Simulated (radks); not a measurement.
# Excited configurations of Rb²⁺

Aim: excitation energies and quantum defects of the outer electron of Rb²⁺, by total-energy differences.

The numbers are computed with radks (a radial shooting solver on a logarithmic mesh, Libxc functionals) version 1 (scalar-relativistic Kohn-Sham, r2SCAN, spin-polarised, spherical densities, finite nucleus; open shells are filled with parallel spins first), except any that are marked as measured or tabulated.

## Step 1: The system

* element: rubidium (Z = 37)
* charge: +2
* electrons: 35
* configuration: [Ar] 3d10 4s2 4p5
* nuclear rms radius: 4.2036 fm

The outer shells:

Rb²⁺
```
[Ar] core
3d [↑↓][↑↓][↑↓][↑↓][↑↓]
4s [↑↓]
4p [↑↓][↑↓][↑ ]
```

## Step 2: Ground configuration: [Ar] 3d10 4s2 4p5

Settings of this run:

```text
Z 37
configuration [Ar] 3d10 4s2 4p5
relativity scalar-relativistic
functional r2scan,r2scan
spin polarised
nucleus finite rms 4.2036 fm
c 137.035999084
```

## Step 3: The ion: [Ar] 3d10 4s2 4p4

Changes since step 2:

```diff
@@ -1,3 +1,3 @@
 Z 37
-configuration [Ar] 3d10 4s2 4p5
+configuration [Ar] 3d10 4s2 4p4
 relativity scalar-relativistic
```

## Step 4: Outer electron in 5s: [Ar] 3d10 4s2 4p4 5s1

Changes since step 3:

```diff
@@ -1,3 +1,3 @@
 Z 37
-configuration [Ar] 3d10 4s2 4p4
+configuration [Ar] 3d10 4s2 4p4 5s1
 relativity scalar-relativistic
```

## Step 5: Outer electron in 5p: [Ar] 3d10 4s2 4p4 5p1

Settings of this run:

```text
Z 37
configuration [Ar] 3d10 4s2 4p4 5p1
relativity scalar-relativistic
functional r2scan,r2scan
spin polarised
nucleus finite rms 4.2036 fm
c 137.035999084
```

## Step 6: Outer electron in 5f: [Ar] 3d10 4s2 4p4 5f1

Settings of this run:

```text
Z 37
configuration [Ar] 3d10 4s2 4p4 5f1
relativity scalar-relativistic
functional r2scan,r2scan
spin polarised
nucleus finite rms 4.2036 fm
c 137.035999084
```

## Step 7: Outer electron in 6s: [Ar] 3d10 4s2 4p4 6s1

Settings of this run:

```text
Z 37
configuration [Ar] 3d10 4s2 4p4 6s1
relativity scalar-relativistic
functional r2scan,r2scan
spin polarised
nucleus finite rms 4.2036 fm
c 137.035999084
```

## Step 8: Outer electron in 6p: [Ar] 3d10 4s2 4p4 6p1

Settings of this run:

```text
Z 37
configuration [Ar] 3d10 4s2 4p4 6p1
relativity scalar-relativistic
functional r2scan,r2scan
spin polarised
nucleus finite rms 4.2036 fm
c 137.035999084
```

## Step 9: Outer electron in 7p: [Ar] 3d10 4s2 4p4 7p1

Settings of this run:

```text
Z 37
configuration [Ar] 3d10 4s2 4p4 7p1
relativity scalar-relativistic
functional r2scan,r2scan
spin polarised
nucleus finite rms 4.2036 fm
c 137.035999084
```

## Step 10: Outer electron in 7d: [Ar] 3d10 4s2 4p4 7d1

Settings of this run:

```text
Z 37
configuration [Ar] 3d10 4s2 4p4 7d1
relativity scalar-relativistic
functional r2scan,r2scan
spin polarised
nucleus finite rms 4.2036 fm
c 137.035999084
```

**Question.** What will these runs give? Wanted: for each run, outer orbital; excitation; binding; n*; quantum defect; <r>.

As calculated:

| outer orbital | excitation (eV) | binding (eV) | n* | quantum defect | <r> (bohr) |
| --- | --- | --- | --- | --- | --- |
| 5s | 21.312 | 18.199 | 2.594 | 2.406 | 3.486 |
| 5p | 25.236 | 14.275 | 2.929 | 2.071 | 4.135 |
| 5f | 34.301 | 5.210 | 4.848 | 0.152 | 9.669 |
| 6s | 30.002 | 9.509 | 3.588 | 2.412 | 6.573 |
| 6p | 31.588 | 7.923 | 3.931 | 2.069 | 7.593 |
| 7p | 34.448 | 5.063 | 4.918 | 2.082 | 12.03 |
| 7d | 35.608 | 3.903 | 5.601 | 1.399 | 15.03 |

What this shows: Binding is E(ion) − E, and n* = 3/√(2·binding) in atomic units. The Δ-SCF energy to the ion that was run is 39.511 eV (NIST's first ionisation energy, to the ion's ground state: 39.247 eV, semi-empirical). Mean quantum defects: s 2.41, p 2.07, f 0.15, d 1.40. They fall with l, since high-l orbitals stay out of the core. Self-interaction in the functional shifts them, so they are the method's values and not measured ones. Open shells are spherical and high-spin; term and fine-structure splittings are not resolved.
